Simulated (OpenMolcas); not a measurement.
# Co⁷⁺: CASSCF and CASPT2 terms and fine-structure levels

Wanted: the level scheme of Co⁷⁺ from active-space wave functions, then second-order correlation under several settings.

Program: OpenMolcas 26.06. Level of theory: state-averaged CASSCF and CASPT2, spin-orbit coupling by RASSI with atomic mean-field integrals. These are calculated values, not measurements, unless marked.

## Step 1: The system

| Property | Result |
| --- | --- |
| Species | Co⁷⁺ (cobalt, Z = 27, 20 electrons) |
| Basis | ANO-RCC-VDZP [5s4p2d1f], 34 functions |
| Scalar Hamiltonian | DKH2, point nucleus |
| Inactive shells | 1s 2s 2p 3s 3p |
| Active space | 2 electrons in 5 orbitals (3d) |
| Some configurations of this space | 3d2 |
| Orbitals | optimised for each spin and parity, averaged over all roots |

The outer shells:

3d2
```
3d [↑ ][↑ ][  ][  ][  ]
```

Each step is its own input file, run in one work folder so that later steps find the files of earlier ones. Labels, J, g values, rates, χT and fits are worked out afterwards by a script from the matrices that RASSI stores.

## Step 2: Basis and integrals

a.inp

```
&GATEWAY
Coord
1

Co 0.0 0.0 0.0
Basis=ANO-RCC-VDZP
Group=XYZ
NoMove
AngMom=0.0 0.0 0.0
AMFI
&SEWARD
```

The log of the run:

```text
Basis set label: CO.ANO-RCC...5S4P2D1F.

      Electronic valence basis set:
      ------------------
      Associated Effective Charge  27.000000 au
      Associated Actual Charge     27.000000 au
      Nuclear Model: Point charge

      Shell  nPrim  nBasis  Cartesian Spherical Contaminant
         s      21       5        X
         p      15       4        X
         d      10       2                 X
         f       6       1                 X
                  Relativistic Douglas-Kroll-Hess integrals:
                    - DKH order of Hamiltonian: 2
                    - DKH order of Properties : 0
                  Atomic mean-field integrals
```

## Step 3: CASSCF: triplets of even parity, 10 roots

a.inp

```
&RASSCF
FileOrb=start.orb
Symmetry=1
Spin=3
nActEl=2 0 0
Inactive=3 6
Ras2=5 0
CIRoot=10 10 1
SDav=10
CIMx=300
Iter=120 100
PrWF=0.3
OrbListing=Nothing
MaxOrb=0
Atom
>>> COPY $Project.JobIph JOB001
```

start.orb holds the contracted functions of the basis, ordered by shell, or the orbitals of the step before.

The log of the run, shortened:

```text
[...]
      Number of active orbitals                  5
[...]
      Spin quantum number                      1.0
[...]
      Active orbitals                            5   0
[...]
      Number of CSFs                            10
      Number of root(s) required                10
[...]
      Convergence after  7 iterations
[...]
      Natural orbitals and occupation numbers for root  1
      sym 1:   0.280077   0.280077   0.719923  -0.000000   0.719923
      Natural orbitals and occupation numbers for root  2
      sym 1:   0.847181   0.152819   0.847181   0.152819   0.000000
      Natural orbitals and occupation numbers for root  3
      sym 1:   0.236340   0.763660   0.000000   0.763660   0.236340
::    RASSCF root number  1 Total energy:  -1376.58791683
::    RASSCF root number  2 Total energy:  -1376.58791683
::    RASSCF root number  3 Total energy:  -1376.58791683
[...]
::    RASSCF root number  7 Total energy:  -1376.58791683
::    RASSCF root number  8 Total energy:  -1376.47495335
::    RASSCF root number  9 Total energy:  -1376.47495335
::    RASSCF root number 10 Total energy:  -1376.47495335
```

## Step 4: CASSCF: singlets of even parity, 15 roots

a.inp

```
&RASSCF
FileOrb=start.orb
Symmetry=1
Spin=1
nActEl=2 0 0
Inactive=3 6
Ras2=5 0
CIRoot=15 15 1
SDav=15
CIMx=300
Iter=120 100
PrWF=0.3
OrbListing=Nothing
MaxOrb=0
Atom
>>> COPY $Project.JobIph JOB002
```

The log of the run, shortened:

```text
[...]
      Number of active orbitals                  5
[...]
      Spin quantum number                      0.0
[...]
      Active orbitals                            5   0
[...]
      Number of CSFs                            15
      Number of root(s) required                15
[...]
      Convergence after  5 iterations
[...]
      Natural orbitals and occupation numbers for root  1
      sym 1:   0.406751   0.001060   0.571429   0.449332   0.571429
      Natural orbitals and occupation numbers for root  2
      sym 1:   0.007113   0.370145   0.479884   0.571429   0.571429
      Natural orbitals and occupation numbers for root  3
      sym 1:   0.571429   0.571429   0.495504   0.012844   0.348795
::    RASSCF root number  1 Total energy:  -1376.49297531
::    RASSCF root number  2 Total energy:  -1376.49297531
::    RASSCF root number  3 Total energy:  -1376.49297531
[...]
::    RASSCF root number 12 Total energy:  -1376.44044274
::    RASSCF root number 13 Total energy:  -1376.44044274
::    RASSCF root number 14 Total energy:  -1376.44044274
::    RASSCF root number 15 Total energy:  -1376.22267766
```

## Step 5: State interaction with spin-orbit coupling

a.inp

```
&RASSI
NrOfJobIphs=2 10 15
1 2 3 4 5 6 7 8 9 10
1 2 3 4 5 6 7 8 9 10 11 12 13 14 15
IphNames
JOB001
JOB002
EJob
SpinOrbit
DIPRint=1.0
SOCoupling=1000.0
Subsets=2
MEES
Property=10
'ANGMOM' 1 'ANGMOM' 2 'ANGMOM' 3 'MLTPL  1' 1 'MLTPL  1' 2 'MLTPL  1' 3
'AMFI' 1 'AMFI' 2 'AMFI' 3 'MLTPL  2' 6
SOProperty=3
'ANGMOM' 1 'ANGMOM' 2 'ANGMOM' 3
```

The log of the run:

```text
SPIN-FREE ENERGIES:
  (Shifted by EMIN (a.u.) =      -1376.5879168269)

 SF State       Relative EMIN(au)   Rel lowest level(eV)    D:o, cm**(-1)      L_eff

     1             0.0000000000        0.0000000000              0.0000         3.0
     2             0.0000000000        0.0000000000              0.0000         3.0
     3             0.0000000000        0.0000000000              0.0000         3.0
     4             0.0000000000        0.0000000000              0.0000         3.0
     5             0.0000000000        0.0000000000              0.0000         3.0
     6             0.0000000000        0.0000000000              0.0000         3.0
     7             0.0000000000        0.0000000000              0.0000         3.0
    11             0.0949415125        2.5834901685          20837.2535         2.0
    12             0.0949415125        2.5834901685          20837.2535         2.0
    13             0.0949415125        2.5834901685          20837.2535         2.0
    14             0.0949415125        2.5834901685          20837.2535         2.0
    15             0.0949415125        2.5834901685          20837.2535         2.0
    10             0.1129634720        3.0738926683          24792.6164         1.0
     8             0.1129634720        3.0738926683          24792.6164         1.0
     9             0.1129634720        3.0738926683          24792.6164         1.0
    16             0.1474740869        4.0129743405          32366.8209         4.0
    17             0.1474740869        4.0129743405          32366.8209         4.0
    18             0.1474740869        4.0129743405          32366.8209         4.0
    19             0.1474740869        4.0129743405          32366.8209         4.0
    20             0.1474740869        4.0129743405          32366.8209         4.0
    21             0.1474740869        4.0129743405          32366.8209         4.0
    22             0.1474740869        4.0129743405          32366.8209         4.0
    23             0.1474740869        4.0129743405          32366.8209         4.0
    24             0.1474740869        4.0129743405          32366.8209         4.0
    25             0.3652391683        9.9386640819          80160.7318         0.0
     Dipole printing threshold changed to   1.00000000E+00
Eigenvalues of complex Hamiltonian:
   -----------------------------------
  (Shifted by EMIN (a.u.) =      -1376.5879168269)

 SO State       Relative EMIN(au)   Rel lowest level(eV)    D:o, cm**(-1)     J-value

     1            -0.0078891934        0.0000000000              0.0000         1.7
     2            -0.0078891934        0.0000000000              0.0000         1.5
     3            -0.0078891934        0.0000000000              0.0000         1.3
     4            -0.0078891934        0.0000000000              0.0000         1.7
     5            -0.0078891934        0.0000000000              0.0000         1.5
     6            -0.0018892380        0.1632671039           1316.8380         2.6
     7            -0.0018892380        0.1632671039           1316.8380         2.5
     8            -0.0018892380        0.1632671039           1316.8380         2.0
     9            -0.0018892380        0.1632671039           1316.8380         2.5
    10            -0.0018892380        0.1632671039           1316.8380         2.2
    11            -0.0018892380        0.1632671039           1316.8380         2.3
    12            -0.0018892380        0.1632671039           1316.8380         2.5
    13             0.0055676366        0.3661789976           2953.4328         3.4
    14             0.0055676366        0.3661789976           2953.4328         3.6
    15             0.0055676366        0.3661789976           2953.4328         3.6
    16             0.0055676366        0.3661789976           2953.4328         3.6
    17             0.0055676366        0.3661789976           2953.4328         3.6
    18             0.0055676366        0.3661789976           2953.4328         2.0
    19             0.0055676366        0.3661789976           2953.4328         3.0
    20             0.0055676366        0.3661789976           2953.4328         2.2
    21             0.0055676366        0.3661789976           2953.4328         3.2
    22             0.0938571371        2.7686586983          22330.7384         1.3
    23             0.0938571371        2.7686586983          22330.7384         1.7
    24             0.0938571371        2.7686586983          22330.7384         1.3
    25             0.0938571371        2.7686586983          22330.7384         1.7
    26             0.0938571371        2.7686586983          22330.7384         1.8
    27             0.1088526473        3.1767073173          25621.8724        -0.0
    28             0.1110742340        3.2371597723          26109.4544         1.0
    29             0.1110742340        3.2371597723          26109.4544         0.6
    30             0.1110742340        3.2371597723          26109.4544         0.6
    31             0.1162693269        3.3785254503          27249.6455         1.1
    32             0.1162693269        3.3785254503          27249.6455         1.3
    33             0.1162693269        3.3785254503          27249.6455         1.8
    34             0.1162693269        3.3785254503          27249.6455         1.7
    35             0.1162693269        3.3785254503          27249.6455         1.8
    36             0.1475741643        4.2303734727          34120.2631         2.7
    37             0.1475741643        4.2303734727          34120.2631         3.3
    38             0.1475741643        4.2303734727          34120.2631         3.4
    39             0.1475741643        4.2303734727          34120.2631         3.6
    40             0.1475741643        4.2303734727          34120.2631         2.2
    41             0.1475741643        4.2303734727          34120.2631         3.3
Weights of the five most important spin-orbit-free states for each spin-orbit state.

 SO State  Total energy (au)           Spin-free states, spin, and weights
 -------------------------------------------------------------------------------------------------------
    1        -0.007889       5 1.0  0.2630    1 1.0  0.2420    7 1.0  0.2369    6 1.0  0.1162    3 1.0  0.0638
    2        -0.007889       3 1.0  0.2482    6 1.0  0.2326    4 1.0  0.2167    7 1.0  0.1260    1 1.0  0.1155
    3        -0.007889       4 1.0  0.3097    1 1.0  0.2169    2 1.0  0.2124    5 1.0  0.1794    3 1.0  0.0420
    4        -0.007889       2 1.0  0.3165    7 1.0  0.2068    3 1.0  0.1613    1 1.0  0.0954    6 1.0  0.0915
    5        -0.007889       6 1.0  0.2531    3 1.0  0.1967    5 1.0  0.1814    7 1.0  0.1246    2 1.0  0.1059
    6        -0.001889       7 1.0  0.4150    2 1.0  0.1855    6 1.0  0.1762    1 1.0  0.0706    4 1.0  0.0611
    7        -0.001889       7 1.0  0.3503    6 1.0  0.1855    2 1.0  0.1752    5 1.0  0.1064    4 1.0  0.0784
    8        -0.001889       4 1.0  0.4038    3 1.0  0.2488    1 1.0  0.1824    2 1.0  0.0921    6 1.0  0.0321
    9        -0.001889       6 1.0  0.4456    5 1.0  0.2970    4 1.0  0.1496    3 1.0  0.0390    7 1.0  0.0248
   10        -0.001889       5 1.0  0.2538    3 1.0  0.2206    4 1.0  0.1565    1 1.0  0.1296    7 1.0  0.1188
   11        -0.001889       1 1.0  0.4456    5 1.0  0.1957    3 1.0  0.1256    2 1.0  0.0777    4 1.0  0.0653
   12        -0.001889       2 1.0  0.3358    3 1.0  0.2638    6 1.0  0.1173    1 1.0  0.1020    4 1.0  0.0854
```

These steps: 5.6 s of run time, 1 thread, shared host.

Spin-free terms, from the roots grouped by L:

```
configuration  term  E (cm-1)
          3d2    3F       0.0
          3d2    1D     20837
          3d2    3P     24793
          3d2    1G     32367
          3d2    1S     80161
```

Levels with spin-orbit coupling, from the RASSI matrices grouped by J:

```
Configuration  Term  J  E (cm-1)      g  Leading %
          3d2    3F  2       0.0  0.667        100
          3d2    3F  3      1317  1.084        100
          3d2    3F  4      2953  1.250        100
          3d2    1D  2     22331  1.031         93
          3d2    3P  0     25622               100
          3d2    3P  1     26109  1.501        100
          3d2    3P  2     27250  1.469         94
          3d2    1G  4     34120  1.000        100
          3d2    1S  0     81965               100
```

Orbitals of the lowest block:

```
shell     space  energy (hartree)  mean occupation  ⟨r²⟩ (bohr²)
   1s  inactive         -291.5096            2.000       0.00421
   2s  inactive          -41.3304            2.000        0.0759
   2p  inactive          -36.0993            6.000        0.0614
   3s  inactive           -9.7188            2.000         0.695
   3p  inactive           -8.0818            6.000         0.652
   3d      RAS2                              2.000         0.859
```

[end of part 1 of 2]
